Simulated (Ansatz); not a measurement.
# Al2Au, space group Fm-3m: a displacement scan with seeded SCF runs

With the Python package of Ansatz (0.2.0).

Notebook, run cell by cell (the value of a cell's last expression is shown):

**Cell 1**
```python
import ansatz as az
from ase import Atoms
import numpy as np
```

**Cell 2**
```python
atoms = Atoms(
    ["Al", "Al", "Au"],
    scaled_positions=[
        (0.25, 0.25, 0.25),
        (0.75, 0.75, 0.75),
        (0.0, 0.0, 0.0),
    ],
    cell=[
        (0.0, 3.0, 3.0),
        (3.0, 0.0, 3.0),
        (3.0, 3.0, 0.0),
    ],
    pbc=True,
)
system = az.Crystal.from_ase(atoms)

start = np.array(system.resolved().sites[1].position)
previous, rows = None, []
for step in range(5):
    target = start + step * 0.015 * np.eye(3)[1]
    base = (
        system.move(1, to=target).calculation()
        .functional("pbesol")
        .kpoints(5, center="gamma")
        .scf(tolerance=1e-08)
        .occupations(az.OccupationsMethod.COLD, width=0.1)
        .forces()
    )
    session = base.session()
    if previous is not None:
        session.seed_next_step(previous)
    previous = session.plan(retain="density").execute()
    rep = previous.report
    shift = float(np.linalg.norm((target - start) @ np.array(rep["lattice"]["cell_ang"])))
    rows.append((step, shift, rep["lagrangian_ev"], float(np.linalg.norm(rep["forces_ev_ang"][1])), rep["n_iterations"], rep["n_symmetry_ops"]))
rows = [(row[0], row[1], 1000 * (row[2] - rows[0][2]), *row[3:]) for row in rows]
print("          step         moved A          dE meV  force on it eV/A      iterations  symmetry operations")
for row in rows:
    print(f"{str(row[0]):>14s}  {row[1]:14.4f}  {row[2]:14.3f}  {row[3]:16.4f}  {row[4]:14d}  {row[5]:19d}")
```
Output:
```text
DeckWarning: basis.ecutwfc = 420 eV, auto-derived from the records' recommended cutoffs: set by Al (normal level)
          step         moved A          dE meV  force on it eV/A      iterations  symmetry operations
             0          0.0000           0.000            0.0000               7                   48
             1          0.0636          11.769            0.3800               7                    2
             2          0.1273          50.020            0.8274               6                    2
             3          0.1909         113.940            1.2088               7                    2
             4          0.2546         201.687            1.6503               7                    2
```

Reading the output:
- The mesh is modest for a metal, so energies can be off by several to tens of meV an atom and pressures by half a GPa or more; differences at equal mesh fare better.
- Spin-orbit coupling, which matters for elements this heavy, is left out.
- The structure is a deposited one; some such entries were measured under pressure or heat, so a shift against it needn't be the functional's error alone.
- Warnings are shown shortened and without file and line.
- The first step keeps the crystal's symmetry; the moved atom lowers it.
- Run time: 13 s on 1 thread of Arm Neoverse V1 (shared host), peak memory 0.41 GiB.
